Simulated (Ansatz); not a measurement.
# C2H8AlNO2: the cost of one run

Computed with Ansatz 0.2.0, Gaussian basis. Level: the settings change from run to run.

**1. The geometry**

An earlier PBE0-D4 in a triple-zeta def2 set relaxation fixed the geometry.

SMILES `C[O][Al]([NH2])[O]C`, 14 atoms, charge 0, spin multiplicity 1.

Atoms are counted from 1 here; the program's logs count them from 0.

Bond lengths: C1–O2 1.391 Å, C1–H7 1.096 Å, C1–H8 1.096 Å, C1–H9 1.097 Å, O2–Al3 1.681 Å, Al3–N4 1.756 Å, Al3–O5 1.681 Å, N4–H10 1.005 Å, N4–H11 1.005 Å, O5–C6 1.391 Å, C6–H12 1.096 Å, C6–H13 1.097 Å, C6–H14 1.096 Å. Angles: O2–C1–H7 110.4°, O2–C1–H8 110.3°, O2–C1–H9 112.9°, H7–C1–H8 107.7°, H7–C1–H9 107.7°, H8–C1–H9 107.7°, C1–O2–Al3 139.9°, O2–Al3–N4 117.8°, O2–Al3–O5 124.4°, N4–Al3–O5 117.8°, Al3–N4–H10 124.4°, Al3–N4–H11 124.4°, H10–N4–H11 111.1°, Al3–O5–C6 139.8°, O5–C6–H12 110.4°, O5–C6–H13 112.9°, O5–C6–H14 110.3°, H12–C6–H13 107.7° and more.

**2. BHLYP/def2-mTZVP**

Set apart from the defaults: multiplicity 3, atoms shaken by 0.15 Å, D3(BJ) with three-body dispersion.

Contents of in.yaml:

```yaml
crystal:
  periodic: [false, false, false]
  atoms:
    - {symbol: C, position_ang: [0.173855, 0.676814, 2.224075]}
    - {symbol: O, position_ang: [0.273092, -0.566482, 1.217108]}
    - {symbol: Al, position_ang: [0.318076, -0.772593, -0.292926]}
    - {symbol: N, position_ang: [0.770548, -2.449966, -0.934950]}
    - {symbol: O, position_ang: [-0.363559, 0.197570, -1.494210]}
    - {symbol: C, position_ang: [-0.904181, 1.262781, -1.655796]}
    - {symbol: H, position_ang: [-0.554252, 0.068386, 2.889856]}
    - {symbol: H, position_ang: [1.212475, 0.704843, 2.575408]}
    - {symbol: H, position_ang: [-0.206634, 1.207720, 1.517353]}
    - {symbol: H, position_ang: [0.768154, -3.487537, -0.457036]}
    - {symbol: H, position_ang: [0.533591, -2.682166, -1.558472]}
    - {symbol: H, position_ang: [-1.607720, 1.293788, -2.035473]}
    - {symbol: H, position_ang: [-0.700072, 2.050396, -0.616272]}
    - {symbol: H, position_ang: [-0.130809, 1.757921, -2.284438]}
basis:
  gaussian: {orbitals: def2-mTZVP}
magnetization: {spin_polarized: true, initial_magnetization: 2}
hamiltonian: {xc: {name: BHLYP}, dispersion: d3bjatm}
```

On the command line:

```
ansatz run in.yaml --threads 2 --pin off --events-out ev --progress --plain --max-ram 31744MiB --backend cpu
```

What time and memory should one allow on 2 threads of AMD EPYC 7R13, shared host?

About 9 s, with a peak of 0.59 GiB.
